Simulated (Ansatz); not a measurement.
Working through an equation of state with a fit of Cu, space group P6_3/mmc

Computed with Ansatz 0.2.0 through its Python package.

Notebook, run cell by cell (the value of a cell's last expression is shown):

**Cell 1**
```python
import warnings

import ansatz
import numpy as np
from pymatgen.analysis.eos import EOS
```

**Cell 2**
```python
vectors0 = np.array([
    [2.534097, 0.0, 0.0],
    [-1.267048, 2.194592, 0.0],
    [0.0, 0.0, 4.112571],
])
sites = [
    ("Cu", (1 / 3, 2 / 3, 0.25)),
    ("Cu", (2 / 3, 1 / 3, 0.75)),
]
```

**Cell 3**
```python
def make_crystal(cell):
    crystal = ansatz.Crystal(lattice=ansatz.Lattice.of(cell))
    for symbol, position in sites:
        crystal = crystal.atom(symbol, position)
    return crystal
```

**Cell 4**
```python
warnings.simplefilter("ignore", ansatz.DeckWarning)
```

**Cell 5**
```python
# scale the volume, keep shape and fractions
volumes, energies = [], []
for scale in np.linspace(0.95, 1.07, 5):
    cell = vectors0 * scale ** (1 / 3)
    calculation = (
        make_crystal(cell).calculation()
        .functional("r2scan", dispersion="d3bjatm")
        .pseudopotentials("nc")
        .occupations("fermi_dirac")
        .initial_density(normalization="cell")
        .scf(max_iterations=100, lower_state_search="light")
        .kpoints(10, 10, 6)
    )
    report = calculation.run().report
    volumes.append(abs(np.linalg.det(cell)) / len(sites))
    energies.append(report["free_energy_ev"] / len(sites))
    print(f"V = {volumes[-1]:8.4f} A^3/atom  F = {energies[-1]:.5f} eV/atom")

for form in ["pourier_tarantola", "vinet"]:
    fit = EOS(eos_name=form).fit(volumes, energies)
    print(f"{form:18s} V0 {fit.v0:8.4f} A^3/atom  B0 {fit.b0_GPa:7.1f} GPa  B1 {fit.b1:5.2f}")
```
Output:
```text
V =  10.8639 A^3/atom  F = -5997.95294 eV/atom
V =  11.2069 A^3/atom  F = -5997.96309 eV/atom
V =  11.5500 A^3/atom  F = -5997.96167 eV/atom
V =  11.8931 A^3/atom  F = -5997.95062 eV/atom
V =  12.2361 A^3/atom  F = -5997.93156 eV/atom
pourier_tarantola  V0  11.3305 A^3/atom  B0   166.9 GPa  B1  4.95
vinet              V0  11.3302 A^3/atom  B0   166.8 GPa  B1  5.04
```

A third-order Birch-Murnaghan fit through the 5 points has its minimum at 11.33 Å³ an atom, 0.9 % below the typed cell, with a bulk modulus of 167 GPa and dB/dP = 5.1. From that minimum the energy rises by 10.9 meV an atom on the compressed side and 32.3 meV on the expanded side.

Caveats:
- These settings explore the input space; cutoff and mesh may be short of convergence.
- Shape and fractional positions are held along the curve, so the bulk modulus is an upper value where they are free to relax.
- Such functionals run on norm-conserving files made under PBE, which can move pressures by some GPa.
- Dispersion corrections can be off by several per cent in the lattices of metals, and by several GPa in the pressure at a fixed cell.
- The mesh is modest for a metal, so energies can be off by several to tens of meV an atom and pressures by half a GPa or more; differences at equal mesh fare better.
- This isn't the structure that Cu takes at ambient conditions.
- Timing: 18 s on 1 thread of AMD EPYC 9R45 96-Core Processor (Zen 5) (shared host), peak memory 0.57 GiB.

(Lines on the test bed's own set-up are left out of the output.)
